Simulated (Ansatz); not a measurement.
# CH6FGeNSi: a ladder of functionals and wavefunction methods

An exercise on one series of results from a longer session: the logs are not shown, and one member is left open.

The runs use Ansatz 0.2.0, Gaussian basis; functionals in def2-TZVPP, the program's frozen cores in correlated methods.

Plan: PBE-D4, r2SCAN-D4, PBE0-D4, B3LYP-D4, ωB97X-V, ωB97M-V, B2PLYP; CCSD(T)/def2-TZVPP; MP2/def2-QZVPP; extrapolation to the limit.

## Structure used throughout

The geometry comes from an earlier relaxation with PBE0-D4 in a triple-zeta def2 set; it is a stationary point, not always the lowest conformer.

SMILES `N[C]1(F)[SiH2][GeH2]1`, 11 atoms, charge 0, spin multiplicity 1.

Atoms are counted from 1 here; the program's logs count them from 0.

Bond lengths: N1–C2 1.396 Å, N1–H6 1.012 Å, N1–H7 1.011 Å, C2–F3 1.401 Å, C2–Si4 1.908 Å, C2–Ge5 2.021 Å, Si4–Ge5 2.321 Å, Si4–H8 1.482 Å, Si4–H9 1.483 Å, Ge5–H10 1.530 Å, Ge5–H11 1.529 Å. Angles: C2–N1–H6 114.3°, C2–N1–H7 114.6°, H6–N1–H7 110.8°, N1–C2–F3 115.2°, N1–C2–Si4 114.8°, N1–C2–Ge5 113.0°, F3–C2–Si4 117.4°, F3–C2–Ge5 117.2°, Si4–C2–Ge5 72.3°, C2–Si4–Ge5 56.1°, C2–Si4–H8 115.1°, C2–Si4–H9 117.7°, Ge5–Si4–H8 116.0°, Ge5–Si4–H9 125.9°, H8–Si4–H9 113.5°, C2–Ge5–Si4 51.6°, C2–Ge5–H10 116.0°, C2–Ge5–H11 115.1° and more.

The first run:

Contents of in.yaml:

```yaml
crystal:
  periodic: [false, false, false]
  atoms:
    - {symbol: N, position_ang: [-0.847599, 0.747823, 1.149590]}
    - {symbol: C, position_ang: [0.284554, 0.209826, 0.534096]}
    - {symbol: F, position_ang: [1.490242, 0.416875, 1.216745]}
    - {symbol: Si, position_ang: [0.018239, -1.494279, -0.282772]}
    - {symbol: Ge, position_ang: [0.298482, 0.480937, -1.468718]}
    - {symbol: H, position_ang: [-1.086516, 0.316032, 2.033126]}
    - {symbol: H, position_ang: [-0.843114, 1.755713, 1.231769]}
    - {symbol: H, position_ang: [1.190472, -2.401002, -0.245233]}
    - {symbol: H, position_ang: [-1.271183, -2.183948, -0.034452]}
    - {symbol: H, position_ang: [1.667545, 0.745727, -2.099341]}
    - {symbol: H, position_ang: [-0.835821, 1.349393, -2.014210]}
basis:
  gaussian: {orbitals: def2-TZVPP}
hamiltonian: {xc: pbe, dispersion: d4}
output: {forces: true, orbitals: {seedname: orbitals}}
```

Command:

```bash
> ansatz run in.yaml --threads 4 --pin off --events-out ev --progress --plain --max-ram 10444MiB
```

Among the steps run: PBE-D4 (GGA); r2SCAN-D4 (meta-GGA); PBE0-D4 (hybrid); B3LYP-D4 (hybrid); ωB97X-V (range-separated); ωB97M-V (range-separated); B2PLYP (double hybrid); CCSD(T) in def2-TZVPP; MP2 in def2-QZVPP.

One table of the session follows, with a row left open; its other results are not shown here.

```
            method  atomisation energy (kJ/mol)
            PBE-D4                            ?
         r2SCAN-D4                       3486.0
           PBE0-D4                       3473.9
          B3LYP-D4                       3468.5
           ωB97X-V                       3505.9
           ωB97M-V                       3476.9
            B2PLYP                       3420.0
     HF/def2-TZVPP                       2333.0
    MP2/def2-TZVPP                       3412.0
   CCSD/def2-TZVPP                       3308.3
CCSD(T)/def2-TZVPP                       3373.7
           MP2/CBS                       3518.9
       CCSD(T)/CBS                       3480.6
```

**Question.** Estimate the row for PBE-D4.

**Answer.** atomisation energy (kJ/mol): 3556.9. In the column «atomisation energy (kJ/mol)» it is the highest.

Limits of these values: Free atoms (1 N, 1 C, 1 F, 1 Si, 1 Ge, 6 H) were run apart at each level; the atomisation energy is their sum less the molecule, without zero-point or spin-orbit terms.
